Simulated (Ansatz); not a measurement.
Here is an Ansatz input file for ZrPt3, space group Pm-3m. Write the same calculation for the Python package.

```yaml
crystal:
  lattice:
    - [3.99, 0.0, 0.0]
    - [0.0, 3.99, 0.0]
    - [0.0, 0.0, 3.99]
  atoms:
    - { symbol: Zr, position: [0.0, 0.0, 0.0] }
    - { symbol: Pt, position: [0.0, 0.5, 0.5] }
    - { symbol: Pt, position: [0.5, 0.0, 0.5] }
    - { symbol: Pt, position: [0.5, 0.5, 0.0] }
basis:
  ecutwfc: 639.4675767807
kpoints:
  mp_grid: { grid: [5, 5, 5], shift: [0.0, 0.0, 0.0] }
hamiltonian:
  xc: lda
scf:
  max_iter: 100
  occupations: { method: methfessel_paxton, width: 0.3 }
  eigensolver: { kind: davidson, mixed_precision: false }
  initial_density: { normalization: cell }
relax:
  max_steps: 60
  density_extrapolation: second_order
  cell: { p_target: 10.0 }
```

The program run on that file:
```console
$ ansatz run input.yaml --threads 1 --pin off --max-ram 3072MiB --backend cpu --events-out ev --progress --plain --runs-dir out
Engine: ansatz 0.2.0, aarch64-unknown-linux-gnu
Pseudopotentials: kind: paw
Pseudopotential: Zr, paw, valence charge 12, recommended cutoff 420 eV (normal), Zr.paw.azcp
Pseudopotential: Pt, paw, valence charge 18, recommended cutoff 420 eV (normal), Pt.paw.azcp
Functional definition: SPW92
  exchange = slater_x
  correlation = pw_c
Crystal: 4 atoms, lattice volume = 63.521 Å³
Basis set: ecut = 639.4675767807 eV, 2325 PW (Γ)
Bands: 40, of which v1, the nominal top of the filled ones, is band 33 counted from 1 (32 counted from 0)
Symmetry: 48 space group operations
Space group: Pm-3m (ITA 221), of the structure as read, at distance tolerance 4.0e-5 Å
k-points: 10 of 125
Non-local potential: Zr, projectors of the file, l = 0: 3, l = 1: 2, l = 2: 2, l = 3: 2
Non-local potential: Pt, projectors of the file, l = 0: 3, l = 1: 2, l = 2: 2, l = 3: 1
PAW form: soft (Blöchl's): semilocal exchange-correlation on the pseudo side does not see the compensation charge
PAW frozen core: Zr, regenerated for the run's functional, and the local potential with it (the file was generated under x = pbe(κ = 0.804, μ = 0.2195149727645171), c = pbe(β = 0.06672455060314922))
PAW frozen core: Pt, regenerated for the run's functional, and the local potential with it (the file was generated under x = pbe(κ = 0.804, μ = 0.2195149727645171), c = pbe(β = 0.06672455060314922))
PAW one-centre angular grid: Zr, 590 points (default); XC on 64 Gauss nodes
PAW one-centre angular grid: Pt, 590 points (default); XC on 64 Gauss nodes
Initial density: superposition of atomic densities (chi_scale 0.1, normalization cell, long waves kept (reshape's long-wave potential 0.00 eV rms))
Initial wavefunctions: pseudopotential atomic-orbital guess
Functional: x = slater, c = lda
SCF iter   1: F=—  HF=-40825.725417 eV  |F-HF|=—  |Δ(HF+E_count)|=         —  Δρ=2.44e-1  dr2=7.77e1  ethr=1.00e-1  ⟨swp⟩=4.5  Hψ=1024  notcnv=0
preconditioner: auto → Kerker (q_TF=auto, 2.746 Å⁻¹)  [metal: Δε(μ)=0.059 eV  Ē_g=6.029 eV  σ=0.300 eV  W_gap=0.17  n_scr=26 (ndim 8)  ℏωp=27.2 eV  f_vac=0.000  D(μ)=3.17/eV (n_scr^D=26)]
SCF iter   2: F=—  HF=-40818.740719 eV  |F-HF|=—  |Δ(HF+E_count)|=    6.98e0  S|Δr|=    0.00e0  Δρ=1.09e-1  dr2=1.65e1  ethr=1.00e-1  ⟨swp⟩=2.2  Hψ=805  notcnv=0
iter 3 solved again at ethr=1.46e-3 eV; its pass at ethr=2.50e-2 eV (dr2=9.65e-1 eV) is discarded
SCF iter   3: F=—  HF=-40816.912886 eV  |F-HF|=—  |Δ(HF+E_count)|=    1.83e0  S|Δr|=    0.00e0  Δρ=2.46e-2  dr2=9.58e-1  ethr=1.46e-3  ⟨swp⟩=2.3  Hψ=1608  notcnv=0
SCF iter   4: F=—  HF=-40816.740816 eV  |F-HF|=—  |Δ(HF+E_count)|=   1.72e-1  S|Δr|=    0.00e0  Δρ=7.86e-3  dr2=9.81e-2  ethr=1.45e-3  ⟨swp⟩=3.1  Hψ=822  notcnv=0
SCF iter   5: F=—  HF=-40816.726003 eV  |F-HF|=—  |Δ(HF+E_count)|=   1.48e-2  S|Δr|=    0.00e0  Δρ=3.83e-3  dr2=2.38e-2  ethr=1.49e-4  ⟨swp⟩=2.8  Hψ=767  notcnv=0
SCF iter   6: F=—  HF=-40816.721361 eV  |F-HF|=—  |Δ(HF+E_count)|=   4.64e-3  S|Δr|=    0.00e0  Δρ=1.01e-3  dr2=1.37e-3  ethr=3.60e-5  ⟨swp⟩=3.0  Hψ=781  notcnv=0
SCF iter   7: F=—  HF=-40816.721124 eV  |F-HF|=—  |Δ(HF+E_count)|=   2.38e-4  S|Δr|=    0.00e0  Δρ=2.43e-4  dr2=5.86e-5  ethr=2.08e-6  ⟨swp⟩=3.5  Hψ=858  notcnv=0
SCF iter   8: F=—  HF=-40816.721112 eV  |F-HF|=—  |Δ(HF+E_count)|=   1.17e-5  S|Δr|=    0.00e0  Δρ=2.53e-5  dr2=3.42e-7  ethr=8.88e-8  ⟨swp⟩=3.4  Hψ=842  notcnv=0
SCF iter   9: F=-40816.721112 eV  HF=-40816.721112 eV  |F-HF|=1.08e-8  |Δ(HF+E_count)|=   6.68e-8  S|Δr|=    0.00e0  Δρ=5.95e-6  dr2=1.99e-8  ethr=5.18e-10  ⟨swp⟩=4.0  Hψ=1142  notcnv=0
SCF 1 converged in 9 iterations: F = -40816.721112 eV  dr2 = 1.99e-8
  Residual-converged pass: ⟨swp⟩=2.9  Hψ=886  notcnv=0  max |occ|·‖R‖ = 6.5e-6 eV (tolerance 6.7e-6 eV)  dr2=2.00e-8  dr2_onsite=4.00e-10  max |Δocc| = 3.2e-7
  greatest PAW one-centre occupation: 1.000 electrons in one spin orbital (limit 2), on the Pt atom at site 3 (counted from 0), in its partial waves of l = 0
relax step   1: F+E_penalty+E_count = -40816.72111203 eV  Δ(F+E_penalty+E_count) = +0.000e0 eV  max|allowed force component| = 8.336e-29 eV/Å  Δτ_max = 0.0000 Å  P = -3.639 GPa  Ω = 63.521 Å³  (9 SCF iters, dr2 threshold 1.00e-7 eV, accepted)
Crystal: 4 atoms, lattice volume = 54.677 Å³
Basis set: ecut = 639.4675767807 eV, 2007 PW (Γ)
Initial density: handed on by an earlier stage of this run
Initial wavefunctions: those handed on with the density
iter 1 solved again at ethr=1.93e-3 eV; its pass at ethr=1.00e-1 eV (dr2=1.27e0 eV) is discarded
SCF iter   1: F=—  HF=-40815.855724 eV  |F-HF|=—  |Δ(HF+E_count)|=         —  Δρ=3.26e-2  dr2=1.27e0  ethr=1.93e-3  ⟨swp⟩=2.2  Hψ=2000  notcnv=0
preconditioner: auto → Resta (q_TF=auto, 2.815 Å⁻¹)  ε∞=8.8  [insulator: Δε(μ)=0.358 eV  Ē_g=11.360 eV  σ=0.300 eV  W_gap=0.64  n_scr=18 (ndim 8)  ℏωp=31.8 eV  f_vac=0.000  D(μ)=1.02/eV (n_scr^D=6)  ε∞_Penn≈8.8]
SCF iter   2: F=—  HF=-40815.707986 eV  |F-HF|=—  |Δ(HF+E_count)|=   1.48e-1  S|Δr|=    0.00e0  Δρ=1.77e-2  dr2=4.00e-1  ethr=1.93e-3  ⟨swp⟩=2.0  Hψ=743  notcnv=0
preconditioner: auto → Kerker (q_TF=auto, 2.815 Å⁻¹)  [metal: Δε(μ)=0.181 eV  Ē_g=11.419 eV  σ=0.300 eV  W_gap=0.47  n_scr=18 (ndim 8)  ℏωp=31.8 eV  f_vac=0.000  D(μ)=0.81/eV (n_scr^D=0)]
iter 3 solved again at ethr=1.73e-5 eV; its pass at ethr=6.06e-4 eV (dr2=1.14e-2 eV) is discarded
SCF iter   3: F=—  HF=-40815.637291 eV  |F-HF|=—  |Δ(HF+E_count)|=   7.07e-2  S|Δr|=    0.00e0  Δρ=3.15e-3  dr2=1.15e-2  ethr=1.73e-5  ⟨swp⟩=2.9  Hψ=1571  notcnv=0
SCF iter   4: F=—  HF=-40815.634436 eV  |F-HF|=—  |Δ(HF+E_count)|=   2.85e-3  S|Δr|=    0.00e0  Δρ=7.47e-4  dr2=2.60e-4  ethr=1.73e-5  ⟨swp⟩=3.0  Hψ=780  notcnv=0
SCF iter   5: F=—  HF=-40815.634418 eV  |F-HF|=—  |Δ(HF+E_count)|=   1.82e-5  S|Δr|=    0.00e0  Δρ=9.54e-5  dr2=2.68e-6  ethr=3.94e-7  ⟨swp⟩=3.4  Hψ=902  notcnv=0
SCF iter   6: F=-40815.634418 eV  HF=-40815.634418 eV  |F-HF|=1.32e-7  |Δ(HF+E_count)|=   1.89e-7  S|Δr|=    0.00e0  Δρ=1.80e-5  dr2=1.94e-7  ethr=4.06e-9  ⟨swp⟩=3.3  Hψ=895  notcnv=0
SCF 2 converged in 6 iterations: F = -40815.634418 eV  dr2 = 1.94e-7
  Residual-converged pass: ⟨swp⟩=3.0  Hψ=1017  notcnv=0  max |occ|·‖R‖ = 1.3e-5 eV (tolerance 1.3e-5 eV)  dr2=2.01e-7  dr2_onsite=1.83e-8  max |Δocc| = 2.0e-8
relax step   2: F+E_penalty+E_count = -40815.63441791 eV  Δ(F+E_penalty+E_count) = +1.087e0 eV  max|allowed force component| = 2.932e-29 eV/Å  Δτ_max = 0.0000 Å  P = +50.517 GPa  Ω = 54.677 Å³  energy of the carried Pulay correction = +3.431e-4 eV  (6 SCF iters, dr2 threshold 4.00e-7 eV, rejected (line search))
Crystal: 4 atoms, lattice volume = 61.035 Å³
Basis set: ecut = 639.4675767807 eV, 2205 PW (Γ)
iter 1 solved again at ethr=4.54e-6 eV; its pass at ethr=1.00e-1 eV (dr2=2.99e-3 eV) is discarded
SCF iter   1: F=—  HF=-40816.694161 eV  |F-HF|=—  |Δ(HF+E_count)|=         —  Δρ=7.69e-4  dr2=7.51e-4  ethr=4.54e-6  ⟨swp⟩=6.3  Hψ=2650  notcnv=0
[... 31 lines left out ...]
Initial wavefunctions: pseudopotential atomic-orbital guess (no wavefunctions were taken with the density)
iter 1 solved again at ethr=1.28e-6 eV; its pass at ethr=1.00e-1 eV (dr2=8.42e-4 eV) is discarded
SCF iter   1: F=—  HF=-40816.667375 eV  |F-HF|=—  |Δ(HF+E_count)|=         —  Δρ=2.56e-5  dr2=5.37e-8  ethr=1.28e-6  ⟨swp⟩=8.2  Hψ=2991  notcnv=0
eigensolver tolerance schedule: the retry pair's looser diagonalisation over-reported the residual by 15683.37 of it (diagonalisation noise at 0.25 of the residual, at the tolerance the schedule requests for it); recorded, not acted on — ethr = c·dr2/N_el stays at c = 1.0e-1
SCF iter   2: F=—  HF=-40816.667375 eV  |F-HF|=—  |Δ(HF+E_count)|=   5.83e-7  S|Δr|=    0.00e0  Δρ=1.28e-5  dr2=1.02e-8  ethr=8.14e-11  ⟨swp⟩=5.5  Hψ=1435  notcnv=0
SCF iter   3: F=—  HF=-40816.667375 eV  |F-HF|=—  |Δ(HF+E_count)|=   6.33e-9  S|Δr|=    0.00e0  Δρ=5.70e-6  dr2=1.99e-9  ethr=1.54e-11  ⟨swp⟩=2.0  Hψ=745  notcnv=0
iter 4 solved again at ethr=1.00e-12 eV; its pass at ethr=3.01e-12 eV (dr2=1.41e-10 eV) is discarded
SCF iter   4: F=—  HF=-40816.667375 eV  |F-HF|=—  |Δ(HF+E_count)|=   1.73e-9  S|Δr|=    0.00e0  Δρ=4.29e-7  dr2=1.41e-10  ethr=1.28e-12 (applied; sched 1.00e-12)  ⟨swp⟩=2.0  Hψ=1627  notcnv=0
SCF iter   5: F=-40816.667375 eV  HF=-40816.667375 eV  |F-HF|=3.64e-11  |Δ(HF+E_count)|=  7.28e-12  S|Δr|=    0.00e0  Δρ=1.70e-7  dr2=2.32e-11  ethr=1.28e-12 (applied; sched 1.00e-12)  ⟨swp⟩=2.0  Hψ=745  notcnv=0
SCF 6 converged in 5 iterations: F = -40816.667375 eV  dr2 = 2.32e-11
  Residual-converged pass: ⟨swp⟩=2.9  Hψ=913  notcnv=0  max |occ|·‖R‖ = 1.3e-7 eV (tolerance 1.3e-7 eV)  dr2=2.19e-11  dr2_onsite=8.59e-13  max |Δocc| = 3.2e-13
relax step   6: F+E_penalty+E_count = -40816.66737514 eV  Δ(F+E_penalty+E_count) = +9.503e-5 eV  max|allowed force component| = 1.072e-29 eV/Å  Δτ_max = 0.0000 Å  P = +9.997 GPa  Ω = 60.507 Å³  stress off target by 2.93e-3 GPa  SCF on the basis re-selected at this cell (its energy is not comparable with the rows above)  (5 SCF iters)
basis re-selected at this cell: Δ(F+E_penalty+E_count) = +9.503e-5 eV, ΔP = -0.002 GPa vs the last step (what re-selecting the basis moved, of the pressure what is left beyond the Pulay correction that the steps carried, after the strain that the cell walked since its last selection, with what the two solves' SCF thresholds leave and, on support functions, [...]
SCF converged after 5 iterations
Stability not checked: this state was not tested for a lower state beside it, because cold or Methfessel-Paxton smearing, or corrected tetrahedra, fill the levels in a way that the test cannot read (fill_not_monotonic; see scf.lower_state_search)
Free energy (F): -40816.667375 eV
Harris-Foulkes:  -40816.667375 eV  (|F-HF|=3.64e-11)
Internal energy: -40816.686623 eV  (E = F + TS)
E sigma→0 (E₀):  -40816.672187 eV
Entropy (-TS):   0.019248 eV (4.812 meV/atom)
Fermi energy:    23.942283 eV
--- Per-component energies (eV) ---
  E_band       = -415.472716
  E_kinetic    = 2263.710355
  E_local      = -5063.708101  (includes V_loc(G=0)·N_el)
  E_nonlocal   = 700.635686
  E_hartree    = 1881.342702
  E_xc         = -949.685758
  E_vxc        = -1109.273095  (∫ρ·V_xc dr)
  E_paw        = -30382.349968  (= ΣΔE_a)
  E_vpaw       = -969.522850  (= ΣTr[D̂ρ^β])
  E_aug_tail   = 0.000200  (compensation charges beyond the density's cutoff)
  E_ewald      = -9268.393747
  E_core_change = 1.762009  (= ΣΔE_core)
  E_smearing   = 0.019248  (= −TS)
  E_closure    = 0.000000  (closes the sum)
  Σ components = -40816.667375   (vs F -40816.667375, Δ=0.00e0)
--- Forces (eV/Å), atoms counted from 1 ---
  atom   1  Zr    -0.00000000     0.00000000     0.00000000
  atom   2  Pt     0.00000000     0.00000000    -0.00000000
  atom   3  Pt    -0.00000000    -0.00000000     0.00000000
  atom   4  Pt    -0.00000000    -0.00000000    -0.00000000
  max |Σ_I F_I| component: 2.37e-29 eV/Å
--- Stress (GPa, compression-positive) ---
        9.997068      -0.000000       0.000000
       -0.000000       9.997068      -0.000000
        0.000000      -0.000000       9.997068
  P = ⅓ Tr σ = 9.9971 GPa (99.971 kbar)
--- Relaxed structure (5 steps of the walk, 4 accepted, 1 SCFs on fresh bases) ---
  F+E_penalty+E_count = -40816.66737514 eV   max|allowed force component| = 1.072e-29 eV/Å   (the final SCF, on the basis selected at the relaxed cell)
  cell:  # Å, volume = 60.5068 Å³
    - [3.9258603105312813, -3.1496979298832917e-34, -2.8888949165808538e-34]
    - [-3.1496979298832917e-34, 3.9258603105312813, 0.0]
    - [-1.6049416203226964e-34, 0.0, 3.9258603105312813]
  atoms:
    - { symbol: Zr, position: [-8.188440054177193e-48, -3.143903685722482e-49, 5.716188519495422e-49] }
    - { symbol: Pt, position: [-1.7338224674368073e-47, 0.5, 0.5] }
    - { symbol: Pt, position: [0.5, 5.933537656404674e-49, 0.5] }
    - { symbol: Pt, position: [0.5, 0.5, 5.719716479597299e-49] }
```

The script, `vcrelax_zrpt3.py`:
```python
# -*- coding: utf-8 -*-
"""Relax cell and ions of ZrPt3."""

import json
import warnings

import ansatz as az
from ase import Atoms
from ase.data import atomic_numbers
from ase.neighborlist import neighbor_list
import numpy as np
import spglib

SETTINGS = {
    "xc": "lda",
    "kgrid": (5, 5, 5),
    "smearing_width": 0.3,
    "max_iterations": 100,
}

def edges_and_angles(cell):
    cell = np.asarray(cell)
    a, b, c = np.linalg.norm(cell, axis=1)
    cosines = cell[1] @ cell[2] / (b * c), cell[0] @ cell[2] / (a * c), cell[0] @ cell[1] / (a * b)
    return (a, b, c, *np.degrees(np.arccos(cosines)))


def main():
    warnings.simplefilter("ignore", az.DeckWarning)

    zrpt3 = (
        az.Lattice.of((3.99, 0.0, 0.0), (0.0, 3.99, 0.0), (0.0, 0.0, 3.99))
        .atom("Zr", (0.0, 0.0, 0.0))
        .atom("Pt", (0.0, 0.5, 0.5))
        .atom("Pt", (0.5, 0.0, 0.5))
        .atom("Pt", (0.5, 0.5, 0.0))
    )

    # a pressure is positive in compression
    calculation = zrpt3.calculation()
    calculation = calculation.functional(SETTINGS["xc"]).basis(47 * az.Ry)
    calculation = calculation.kpoints(*SETTINGS["kgrid"], center="gamma")
    calculation = calculation.occupations(az.OccupationsMethod.METHFESSEL_PAXTON, width=SETTINGS["smearing_width"])
    calculation = calculation.eigensolver("davidson", mixed_precision=False)
    calculation = calculation.initial_density(normalization="cell")
    calculation = calculation.scf(max_iterations=SETTINGS["max_iterations"]).relax(max_steps=60, density_extrapolation="second_order", pressure=100 * az.kbar)
    out = calculation.run(threads=1, pin="off", events_out="events.ndjson")
    with open("events.ndjson") as stream:
        events = [json.loads(line) for line in stream]
    steps = [e["data"] for e in events if e["event"] == "relax_step"]
    report = out.report
    print("step   energy (eV)     max comp. (eV/A)   P (GPa)  SCF")
    for s in steps:
        print(f"{s['step']:4d} {s['lagrangian_ev']:15.5f} {s['allowed_force_max_ev_ang']:12.4f} {s['pressure_gpa']:10.3f} {s['n_scf']:5d}")

    first, last = steps[0], steps[-1]
    symbols = [site.symbol for site in out.lattice.sites]
    print(f"energy gained {first['lagrangian_ev'] - last['lagrangian_ev']:.4f} eV in {len(steps) - 1} steps")
    for label, vectors in (("before", first["cell_ang"]), ("after", out.lattice.cell_ang)):
        print(label, "a b c (A) {:.4f} {:.4f} {:.4f}  angles {:.2f} {:.2f} {:.2f}".format(*edges_and_angles(vectors)), f" V = {abs(np.linalg.det(vectors)):.3f} A^3")
    print("final stress xx yy zz (GPa, compression positive):", np.round(np.diag(report["stress_gpa"]), 3) + 0.0)

    fractions = [site.position_frac for site in out.lattice.sites]
    numbers = [atomic_numbers[s] for s in symbols]
    for tolerance in (1e-3, 1e-2, 1e-1):
        print(f"space group at {tolerance} A:", spglib.get_spacegroup((out.lattice.cell_ang, fractions, numbers), symprec=tolerance))

    final = Atoms(symbols, positions=last["positions_ang"], cell=out.lattice.cell_ang, pbc=True)
    i, j, d = neighbor_list("ijd", final, 4.5)
    print("neighbours within 1.15 times the shortest distance of each atom (A)")
    for atom in range(len(final)):
        near = [m for m in np.argsort(d) if i[m] == atom]
        shell = [m for m in near if d[m] < 1.15 * d[near[0]]]
        print(f"{symbols[atom]}{atom} ({len(shell)}):", ", ".join(f"{symbols[j[m]]} {d[m]:.3f}" for m in shell))

    change = np.array(last["positions_ang"]) @ np.linalg.inv(last["cell_ang"]) - np.array(first["positions_ang"]) @ np.linalg.inv(first["cell_ang"])
    moved = np.linalg.norm(change @ np.array(last["cell_ang"]), axis=1)
    print("displacement within the cell, strain taken out (A):", " ".join(f"{s}:{d:.3f}" for s, d in zip(symbols, moved)))

    print(f"free energy      {report['free_energy_ev']:.5f} eV")
    print(f"per atom         {report['free_energy_ev'] / len(out.lattice.sites):.5f} eV")
    print(f"SCF iterations   {report['n_iterations']}  (converged: {report['converged']})")


if __name__ == "__main__":
    main()
```

```console
$ python vcrelax_zrpt3.py
step   energy (eV)     max comp. (eV/A)   P (GPa)  SCF
   1    -40816.72111       0.0000     -3.639     9
   2    -40815.63442       0.0000     50.517     6
   3    -40816.69598       0.0000      7.318     7
   4    -40816.66833       0.0000      9.927     4
   5    -40816.66747       0.0000      9.999     2
   6    -40816.66738       0.0000      9.997     5
energy gained -0.0537 eV in 5 steps
before a b c (A) 3.9900 3.9900 3.9900  angles 90.00 90.00 90.00  V = 63.521 A^3
after a b c (A) 3.9259 3.9259 3.9259  angles 90.00 90.00 90.00  V = 60.507 A^3
final stress xx yy zz (GPa, compression positive): [9.997 9.997 9.997]
space group at 0.001 A: Pm-3m (221)
space group at 0.01 A: Pm-3m (221)
space group at 0.1 A: Pm-3m (221)
neighbours within 1.15 times the shortest distance of each atom (A)
Zr0 (12): Pt 2.776, Pt 2.776, Pt 2.776, Pt 2.776, Pt 2.776, Pt 2.776, Pt 2.776, Pt 2.776, Pt 2.776, Pt 2.776, Pt 2.776, Pt 2.776
Pt1 (12): Pt 2.776, Pt 2.776, Pt 2.776, Zr 2.776, Zr 2.776, Zr 2.776, Pt 2.776, Pt 2.776, Zr 2.776, Pt 2.776, Pt 2.776, Pt 2.776
Pt2 (12): Zr 2.776, Zr 2.776, Pt 2.776, Pt 2.776, Pt 2.776, Pt 2.776, Pt 2.776, Pt 2.776, Zr 2.776, Pt 2.776, Zr 2.776, Pt 2.776
Pt3 (12): Pt 2.776, Pt 2.776, Pt 2.776, Pt 2.776, Pt 2.776, Pt 2.776, Zr 2.776, Zr 2.776, Zr 2.776, Pt 2.776, Pt 2.776, Zr 2.776
displacement within the cell, strain taken out (A): Zr:0.000 Pt:0.000 Pt:0.000 Pt:0.000
free energy      -40816.66738 eV
per atom         -10204.16684 eV
SCF iterations   5  (converged: True)
```

Reading the output:
- These settings explore the input space; cutoff and mesh may be short of convergence.
- Forces vanish by symmetry, so the ions can't move, and the end may be a saddle.
- Part of the cell is held or a pressure is applied, so the end point needn't be the zero-pressure lattice.
- At a fixed pressure a relaxation lowers the enthalpy F + PV, while F alone can rise.
- For a metal this k-point mesh is coarse: on a finer one energies can move by several to tens of meV an atom and pressures by half a GPa or more, differences at one mesh by less.
- Energies along a relaxation are free energies. Rows at an unchanged volume are solved on a plane-wave basis chosen afresh for that cell, so the energy jumps there and such rows are no steps of the walk.
- Symmetry holds the cell in this phase, whether or not it is the stable one at this pressure.
- Spin-orbit coupling, which matters for elements this heavy, is left out.
- The structure is a deposited one; some such entries were measured under pressure or heat, so a shift against it needn't be the functional's error alone.
- Timing: 17 s on 1 thread of Arm Neoverse V1, with other jobs on the host, peak memory 0.46 GiB.

(A comment or docstring line of the script was reworded after the run, the code is as it ran; lines on the test bed's own set-up are left out of the output.)
